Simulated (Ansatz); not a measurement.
# PN (phosphorus nitride) at FCI/STO-3G

Aim: the electronic atomisation energy of PN (phosphorus nitride) at FCI/STO-3G, from 3 runs. 

The results are computed with Ansatz 0.2.0.

46 further runs of the same task are left out: 12 that didn't finish, 34 set aside as unsound or not needed.

### Step 1. Starting point

PN has 2 atoms, charge 0, and is taken as a singlet. SMILES: `N#P`. Geometry: the measured bond length.

Bond lengths: N1–P2 1.491 Å.

### Step 2. A single-point energy at FCI/STO-3G

Input file run.yaml:

```yaml
crystal:
  periodic: [false, false, false]
  atoms:
    - symbol: N
      position_ang: [0.000000, 0.000000, 0.000000]
    - symbol: P
      position_ang: [0.000000, 0.000000, 1.490866]
basis:
  gaussian:
    orbitals: STO-3G
total_charge: 0
correlation:
  method: fci
  frozen_orbitals: {"N": 1, P: 5}
accuracy: high
```

The run is started by

```bash
$ ansatz run run.yaml --threads 1 --pin off --max-ram 2610MiB --events-out events.jsonl --progress --plain --runs-dir runs
```

The log of the run:

```text
Warning: RAYON_NUM_THREADS=1 ignored (pool sized by the plan → 1); use --threads N
Functional definition: HF
  name "HF"
  exchange = exact_x
  correlation = 0
224 factors; integrals over basis functions are off by at most 8.7e-9 eV
mean field evaluation 1: about -10625.0807 eV, gradient 3.2e1 eV
mean field evaluation 2: about -10625.0870 eV, gradient 3.2e1 eV
mean field evaluation 4: about -10628.5182 eV, gradient 2.4e0 eV
mean field evaluation 8: about -10628.5426 eV, gradient 1.8e-2 eV
mean field -10628.54257783 eV, -390.5917354505 hartree, gradient 2.8e-8 eV, S^2 0.000000; 0 other end points of the search recorded, 0 dependent functions left out; unrestricted orbitals would lower it
mean field evaluation 16: about -10628.6207 eV, gradient 2.1e-1 eV
6 core orbitals not correlated: weight in the atoms' cores, before any rotation towards them, 1.000 or more for the frozen orbitals, at most 0.000 for the correlated occupied ones
reference -10628.54257783 eV, -390.5917354505 hartree; 5, 5 occupied and 3, 3 virtual orbitals, 224 factors
state -10633.29689007 eV, -390.7664532027 hartree
Total energy: -10633.29689007 eV, -390.7664532027 hartree
```

Wall time 0.12 s (1 thread of Intel Xeon 6975P-C (Granite Rapids), shared host).

### Step 3. The N atom at the same level

Input file job.yaml:

```yaml
crystal:
  periodic: [false, false, false]
  atoms:
    - symbol: N
      position_ang: [0.000000, 0.000000, 0.000000]
basis:
  gaussian: {orbitals: STO-3G}
accuracy: high
correlation: {method: fci, frozen_orbitals: {"N": 1}}
magnetization: {spin_polarized: true, initial_magnetization: 3}
```

Run the same way, it converges to -53.71901 Eh (log not shown).

### Step 4. The P atom at the same level

Input file input.yaml:

```yaml
crystal:
  periodic: [false, false, false]
  atoms:
    - {symbol: P, position_ang: [0.000000, 0.000000, 0.000000]}
basis:
  gaussian:
    orbitals: STO-3G
magnetization:
  spin_polarized: true
  initial_magnetization: 3
correlation:
  method: fci
  frozen_orbitals: {P: 5}
accuracy: high
```

Run the same way, it converges to -336.86877 Eh (log not shown).

### Step 5. Summary of results

Level: FCI/STO-3G, 6 core orbitals frozen.

| quantity | value |
| --- | --- |
| molecule: total energy | -390.76645 Eh |
| molecule: correlation energy (6 core orbitals frozen) | -174.7 mEh |
| N atom: total energy | -53.71901 Eh |
| N atom: correlation energy (1 core orbital frozen) | 0.0 mEh |
| P atom: total energy | -336.86877 Eh |
| P atom: correlation energy (5 core orbitals frozen) | 0.0 mEh |
| electronic atomisation energy | 4.862 eV |

Taking the molecule apart into free atoms costs 4.86 eV (112 kcal/mol), before zero-point energy and without spin-orbit coupling. In a minimal basis such a difference can be off by several eV, whatever the method. The restricted solution (molecule) is unstable to spin breaking: an unrestricted one lies lower.
